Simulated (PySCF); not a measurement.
# As₃: quartet, from a equilateral triangle start

Where does quartet As₃ go from a equilateral triangle start, is the end point a minimum, and what are its modes, charges and moments?

Program: PySCF 2.14.0. Level of theory: PBE0, basis As def2-TZVP, no relativity, density fitting. These are calculated values, not measurements.

### Step 1. The starting structure

3 atoms, charge 0, spin multiplicity 4.

Bond lengths: As1–As2 2.420 Å, As1–As3 2.420 Å, As2–As3 2.420 Å. Angles: As2–As1–As3 60.0°, As1–As2–As3 60.0°, As1–As3–As2 60.0°.

Coordinates in bohr (charge 0 multiplicity 4):
```
As    1.3202   -2.2866    0.0000
As   -2.6403    0.0000    0.0000
As    1.3201    2.2866    0.0000
```

### Step 2. First SCF at the start

The steps below are one call of a driver around PySCF. For each, scf.py gives the equivalent set-up of the SCF; relaxations use the driver's own optimiser. After this first run the driver tries any further starts and a stability analysis.

Input file scf.py:

```python
from pyscf import gto, scf, dft
mol = gto.M(atom='''
As     0.698600    -1.210010     0.000000
As    -1.397190     0.000010     0.000000
As     0.698590     1.210010     0.000000''',
    basis={'As': 'def2-TZVP'},
    charge=0, spin=3)
mf = dft.UKS(mol, xc='PBE0')
mf.grids.atom_grid = (50, 194)
aux = {'As': 'def2-universal-JKFIT'}
mf = mf.density_fit(auxbasis=aux)
mf.conv_tol = 1e-08
mf.diis_space = 10
mf.max_cycle = 60
mf.init_guess = 'minao'
mf.verbose = 4
mf.kernel()
```

Command:

```bash
> OMP_NUM_THREADS=4 python axn.py task.json out
```

The runs that follow: Relaxation: equilateral triangle start, quartet; Releasing the symmetry; Hessian and properties.

Before running it: what results should come out? Wanted: minimum; geometry; wavenumbers; dipole moment; highest occupied, lowest empty level; polar-tensor charge of As1; zero-point energy; atomisation energy; ⟨S²⟩.

The runs gave:

| quantity | value |
| --- | --- |
| minimum | quartet, C2v |
| geometry | As–As 2.339 Å (×2), As–As 2.568 Å; As–As–As 56.7° (×2), As–As–As 66.6° |
| wavenumbers (cm⁻¹) | 189 (a1), 190 (b2), 334 (a1) |
| dipole moment | 0.09 D |
| highest occupied, lowest empty level (either spin) | -5.30, -5.17 eV |
| polar-tensor charge of As1 | -0.14 e |
| zero-point energy | 4.3 kJ/mol |
| entropy at 298.15 K | 324.6 J/(mol K) |
| atomisation energy (no zero-point energy) | 415 kJ/mol |
| ⟨S²⟩ | 3.768 |

In words: From D3h at the start the molecule goes to a C2v minimum. Other starts or spin states, not run here, may lie lower.
